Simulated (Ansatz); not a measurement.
# FH6InO2Si2: a ladder of functionals and wavefunction methods

An exercise on one series of results from a longer session: the logs are not shown, and one member is left open.

Method: functionals in def2-TZVPP, the program's frozen cores in correlated methods; program: Ansatz 0.2.0, Gaussian basis.

Plan: PBE-D4, r2SCAN-D4, PBE0-D4, B3LYP-D4, ωB97X-V, ωB97M-V, B2PLYP; CCSD(T)/def2-TZVPP; MP2/def2-QZVPP; extrapolation to the limit.

### The geometry

The geometry comes from an earlier relaxation with PBE0-D4 in a triple-zeta def2 set; it is a stationary point, not always the lowest conformer. In takes the def2 core potential; no spin-orbit term is included.

12 atoms, charge 0, spin multiplicity 1.

Atoms are counted from 1 here; the program's logs count them from 0.

Bond lengths: F1–In2 1.923 Å, In2–O3 1.952 Å, In2–O5 1.952 Å, O3–Si4 1.639 Å, Si4–H7 1.492 Å, Si4–H8 1.488 Å, Si4–H9 1.485 Å, O5–Si6 1.639 Å, Si6–H10 1.492 Å, Si6–H11 1.488 Å, Si6–H12 1.485 Å. Angles: F1–In2–O3 118.2°, F1–In2–O5 118.2°, O3–In2–O5 123.6°, In2–O3–Si4 134.4°, O3–Si4–H7 110.9°, O3–Si4–H8 110.8°, O3–Si4–H9 108.6°, H7–Si4–H8 108.1°, H7–Si4–H9 109.1°, H8–Si4–H9 109.4°, In2–O5–Si6 134.5°, O5–Si6–H10 110.9°, O5–Si6–H11 110.7°, O5–Si6–H12 108.6°, H10–Si6–H11 108.1°, H10–Si6–H12 109.1°, H11–Si6–H12 109.4°.

Set-up of the first run:

in.yaml reads:

```yaml
crystal:
  periodic: [false, false, false]
  atoms:
    - {symbol: F, position_ang: [-2.688555, -1.593681, 2.200152]}
    - {symbol: In, position_ang: [-1.335753, -0.790959, 1.094158]}
    - {symbol: O, position_ang: [-1.228443, 1.157351, 1.035010]}
    - {symbol: Si, position_ang: [-0.323694, 2.230183, 0.188992]}
    - {symbol: O, position_ang: [-0.144375, -1.969873, 0.093537]}
    - {symbol: Si, position_ang: [1.158396, -1.735743, -0.872217]}
    - {symbol: H, position_ang: [-0.054843, 1.727643, -1.189473]}
    - {symbol: H, position_ang: [0.984022, 2.462831, 0.859729]}
    - {symbol: H, position_ang: [-1.067868, 3.512059, 0.102343]}
    - {symbol: H, position_ang: [1.959178, -0.565367, -0.409529]}
    - {symbol: H, position_ang: [0.734970, -1.481099, -2.275732]}
    - {symbol: H, position_ang: [2.006956, -2.953355, -0.826980]}
basis:
  gaussian: {orbitals: def2-TZVPP}
hamiltonian: {xc: pbe, dispersion: d4}
output: {forces: true, orbitals: {seedname: orbitals}}
```

Command:

```console
ansatz run in.yaml --threads 2 --pin off --events-out ev --progress --plain --max-ram 22528MiB --backend cuda --devices 0, --max-vram 18GiB
```

Steps of the session up to this table: PBE-D4 (GGA); r2SCAN-D4 (meta-GGA); PBE0-D4 (hybrid); B3LYP-D4 (hybrid); ωB97X-V (range-separated); ωB97M-V (range-separated); B2PLYP (double hybrid); CCSD(T) in def2-TZVPP; MP2 in def2-QZVPP.

One of the session's tables, all rows but one given; the rest of the session is left out.

It belongs to the step «Atomisation energies». 

```
            method  atomisation energy (kJ/mol)
            PBE-D4                            ?
         r2SCAN-D4                       3887.5
           PBE0-D4                       3800.1
          B3LYP-D4                       3851.7
           ωB97X-V                       3926.2
           ωB97M-V                       3894.7
            B2PLYP                       3834.4
     HF/def2-TZVPP                       2794.5
    MP2/def2-TZVPP                       3876.1
   CCSD/def2-TZVPP                       3743.5
CCSD(T)/def2-TZVPP                       3803.7
           MP2/CBS                       4010.1
       CCSD(T)/CBS                       3937.8
```

**Question.** Estimate the row for PBE-D4.

The run gave: atomisation energy (kJ/mol): 3872.3. In the column «atomisation energy (kJ/mol)» it lies between B3LYP-D4 (3851.7) and MP2/def2-TZVPP (3876.1).

Caveats from the session: Free atoms (1 F, 1 In, 2 O, 2 Si, 6 H) were run apart at each level; the atomisation energy is their sum less the molecule, without zero-point or spin-orbit terms.
